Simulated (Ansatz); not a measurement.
# GeNH₄+ (SMILES [NH2][GeH2+]): single points off equilibrium

A test off equilibrium: a structure displaced at random from a GFN2-xTB minimum is computed at several levels, and each is set against CCSD(T).

The runs use Ansatz 0.2.0, Gaussian basis; single points in def2-TZVPP.

Correlated methods freeze the cores. Filled d shells of the heavier atoms are correlated.

### Step 1. The system as given

6 atoms, charge 1, spin multiplicity 1.

Atoms are counted from 1 here; the program's logs count them from 0.

Bond lengths: N1–Ge2 1.710 Å, N1–H3 0.936 Å, N1–H4 1.114 Å, Ge2–H5 1.595 Å, Ge2–H6 1.465 Å. Angles: Ge2–N1–H3 131.8°, Ge2–N1–H4 127.9°, H3–N1–H4 100.1°, N1–Ge2–H5 110.9°, N1–Ge2–H6 113.8°, H5–Ge2–H6 133.2°.

As a file:

```xyz
6

N     0.0155   -0.8536    0.1588
Ge    0.0050    0.8505    0.0181
H     0.6235   -1.4427    0.5571
H    -0.7835   -1.5695   -0.1406
H    -1.1162    1.3302   -1.0094
H     1.1941    1.4964    0.5797
```

### Step 2. CCSD(T)/def2-TZVPP

File run/in.yaml:

```yaml
crystal:
  periodic: [false, false, false]
  atoms:
    - {symbol: N, position_ang: [0.015500, -0.853600, 0.158800]}
    - {symbol: Ge, position_ang: [0.005000, 0.850500, 0.018100]}
    - {symbol: H, position_ang: [0.623500, -1.442700, 0.557100]}
    - {symbol: H, position_ang: [-0.783500, -1.569500, -0.140600]}
    - {symbol: H, position_ang: [-1.116200, 1.330200, -1.009400]}
    - {symbol: H, position_ang: [1.194100, 1.496400, 0.579700]}
basis:
  gaussian: {orbitals: def2-TZVPP}
total_charge: 1
correlation: {method: ccsd_t}
output: {forces: true}
```

No record of the launch command was kept for these runs.

### Step 3. PBE0-D4/def2-TZVPP

Edit run/in.yaml of step 2 so:

```diff
@@ -12,3 +12,3 @@
 total_charge: 1
-correlation: {method: ccsd_t}
-output: {forces: true}
+hamiltonian: {xc: pbe0, dispersion: d4}
+output: {forces: true, orbitals: {seedname: orbitals}}
```

### Step 4. wB97M-V/def2-TZVPP

Edit run/in.yaml of step 3 so:

```diff
@@ -12,3 +12,3 @@
 total_charge: 1
-hamiltonian: {xc: pbe0, dispersion: d4}
-output: {forces: true, orbitals: {seedname: orbitals}}
+hamiltonian: {xc: {name: wB97M-V}}
+output: {forces: true}
```

### Step 5. r2SCAN-D4/def2-TZVPP

Edit run/in.yaml of step 4 so:

```diff
@@ -12,3 +12,3 @@
 total_charge: 1
-hamiltonian: {xc: {name: wB97M-V}}
+hamiltonian: {xc: r2scan, dispersion: d4}
 output: {forces: true}
```

### Step 6. PBE-D4/def2-TZVPP

Edit run/in.yaml of step 5 so:

```diff
@@ -12,3 +12,3 @@
 total_charge: 1
-hamiltonian: {xc: r2scan, dispersion: d4}
+hamiltonian: {xc: pbe, dispersion: d4}
 output: {forces: true}
```

### Step 7. LC-wPBE/def2-TZVPP

Edit run/in.yaml of step 6 so:

```diff
@@ -12,3 +12,3 @@
 total_charge: 1
-hamiltonian: {xc: pbe, dispersion: d4}
+hamiltonian: {xc: {name: LC-wPBE}}
 output: {forces: true}
```

### Step 8. r2SCANh-D4/def2-TZVPP

Edit run/in.yaml of step 7 so:

```diff
@@ -12,3 +12,3 @@
 total_charge: 1
-hamiltonian: {xc: {name: LC-wPBE}}
+hamiltonian: {xc: {name: r2SCANh}, dispersion: d4}
 output: {forces: true}
```

(Steps that only read results are left out.)

What does the calculation give? Wanted: energy less free atoms, CCSD(T)/def2-TZVPP; RMS force component; RMS force error; HOMO and LUMO, PBE0-D4; T1 diagnostic.

**Answer**, as computed:

```
                                  quantity                                                                                              value
energy less free atoms, CCSD(T)/def2-TZVPP                                                                                      -897.3 kJ/mol
                       RMS force component                                                               2.056 to 2.098 eV/Å over the methods
                           RMS force error  PBE0-D4 0.086, wB97M-V 0.059, r2SCAN-D4 0.048, PBE-D4 0.170, LC-wPBE 0.194, r2SCANh-D4 0.076 eV/Å
                    HOMO and LUMO, PBE0-D4                                                                                -14.86 and -8.31 eV
                             T1 diagnostic                                                                                              0.016
```

What this shows: Against CCSD(T) the functionals' energies less atoms differ by -53.2 to -6.9 kJ/mol, PBE-D4 by -53.2 kJ/mol. A larger basis would deepen the CCSD(T) value, while the functionals are nearly converged already, so the order here is not reliable. For forces r2SCAN-D4 does best and LC-wPBE worst. Frozen-core CCSD(T) forces in triple zeta carry basis errors of their own, and this is one geometry, so small gaps rank nothing.
